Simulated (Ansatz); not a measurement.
# Y2Se: the cost of one run

Program: Ansatz 0.2.0. Level of theory: DFT PBE, scalar-relativistic, plane waves, PAW, unless a step names another level. These are calculated values, not measurements.

## 1. Starting point

Symmetry: R-3m, No. 166, trigonal system. Conventional cell: a = 3.898 Å, b = 3.898 Å, c = 19.184 Å, α = 90.00°, β = 90.00°, γ = 120.00°. Y (site symmetry 3m) is surrounded by 3 Se at 2.84 Å. Se (site symmetry -3m) is surrounded by 6 Y at 2.84 Å.

Coordinates:

```cif
data_structure
_symmetry_space_group_name_H-M 'P 1'
_symmetry_Int_Tables_number 1
_cell_length_a 6.7791
_cell_length_b 6.7791
_cell_length_c 6.7791
_cell_angle_alpha 33.416
_cell_angle_beta 33.416
_cell_angle_gamma 33.416
_cell_volume 84.14
loop_
_atom_site_label
_atom_site_type_symbol
_atom_site_fract_x
_atom_site_fract_y
_atom_site_fract_z
_atom_site_occupancy
Y1 Y 0.75705 0.75705 0.75705 1
Y2 Y 0.24295 0.24295 0.24295 1
Se1 Se 0.00000 0.00000 0.00000 1
```

It came out lowest among 25 distinct ends of the trial cells. At a tolerance of 0.05 Å it has space group R-3m (No. 166).

## 2. A stricter relaxation, on the response runs' mesh and smearing

Input file input.yaml:

```yaml
crystal:
  lattice:
    - [1.9489654722, 1.12523574, 6.3946156354]
    - [-1.9489654722, 1.12523574, 6.3946156354]
    - [0.0, -2.25047148, 6.3946156354]
  atoms:
    - { symbol: "Y", position: [0.7570535258, 0.7570535258, 0.7570535258] }
    - { symbol: "Y", position: [0.2429464742, 0.2429464742, 0.2429464742] }
    - { symbol: Se, position: [0.0, 0.0, 0.0] }
basis:
  ecutwfc: 420
kpoints:
  mp_grid: { grid: [12, 12, 12] }
hamiltonian:
  xc: pbe
scf:
  occupations: { method: gaussian, width: 0.1 }
output:
  forces: true
  stress: true
  eigenvalues: true
relax:
  adjacent_minimum: "off"
  f_tol: 0.001
  max_steps: 60
  cell: { stress_tol: 0.01 }
```

On the command line:

```console
$ ansatz run input.yaml --threads 3 --pin off --max-ram 7680MiB --backend cpu --events-out ev --progress --plain --runs-dir out
```

What time and memory should one allow on 3 threads of Arm Neoverse V1, shared host?

About 15 s, with a peak of 0.59 GiB.
